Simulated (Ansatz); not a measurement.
What does this script print? It uses Ansatz 0.2.0, Python API.

`bde_h3ops.py`
```python
import ansatz as az
from ase import Atoms


def single_point(molecule, charge=0, unpaired=0):
    calc = (
        molecule.calculation()
        .basis(gaussian="cc-pVTZ")
        .functional("cam_b3lyp")
    )
    if charge:
        calc = calc.charge(charge)
    if unpaired:
        calc = calc.spin("collinear", total=unpaired)
    return calc.run(threads=1, backend="cpu").report["free_energy_ev"]

def without(molecule, index):
    rest = az.Crystal.molecule()
    for i, site in enumerate(molecule.cartesian_sites):
        if i != index:
            rest = rest.atom(site.symbol, site.position_ang)
    return rest


def main() -> None:
    atoms = Atoms(["O", "P", "S", "H", "H", "H"], positions=[
        (-1.4, 0.3434, -0.5246),
        (-0.042, 0.842, 0.1079),
        (0.5847, -1.0798, 0.6149),
        (-1.6822, -0.4242, -0.1009),
        (0.7038, 1.0044, -1.1065),
        (1.8777, -0.7499, 0.963),
    ])
    h3ops = az.Crystal.molecule_from_ase(atoms)

    whole = single_point(h3ops, 0)
    hydrogen = single_point(az.Crystal.molecule().atom("H", (0, 0, 0)), 0, 1)
    print(f"E(molecule) = {whole:.5f} eV, E(H) = {hydrogen:.5f} eV")
    for index in [3, 4, 5]:
        radical = single_point(without(h3ops, index), 0, 1)
        print(f"H{index}: homolysis {23.060548 * (radical + hydrogen - whole):.1f} kcal/mol")
        anion = single_point(without(h3ops, index), -1)
        print(f"H{index}: loss of a proton {23.060548 * (anion - whole):.1f} kcal/mol")


if __name__ == "__main__":
    main()
```

Output of `python bde_h3ops.py`:
```text
E(molecule) = -22221.58408 eV, E(H) = -13.57340 eV
H3: homolysis 89.3 kcal/mol
H3: loss of a proton 352.5 kcal/mol
H4: homolysis 70.1 kcal/mol
H4: loss of a proton 386.0 kcal/mol
H5: homolysis 78.2 kcal/mol
H5: loss of a proton 340.1 kcal/mol
```

Caveats:
- Total energies depend on the basis set; only differences at equal settings carry meaning.
- The geometry is a force-field or estimated start, not a minimum of this method, and the basis set is short of its limit. All parts are taken at fixed geometry, without zero-point energy.
- Anions want diffuse functions, which this basis lacks.
- Wall time of the script: 24 s on 1 thread of INTEL(R) XEON(R) PLATINUM 8581C CPU @ 2.30GHz (Emerald Rapids), with other jobs on the host, peak memory 0.5 GiB.
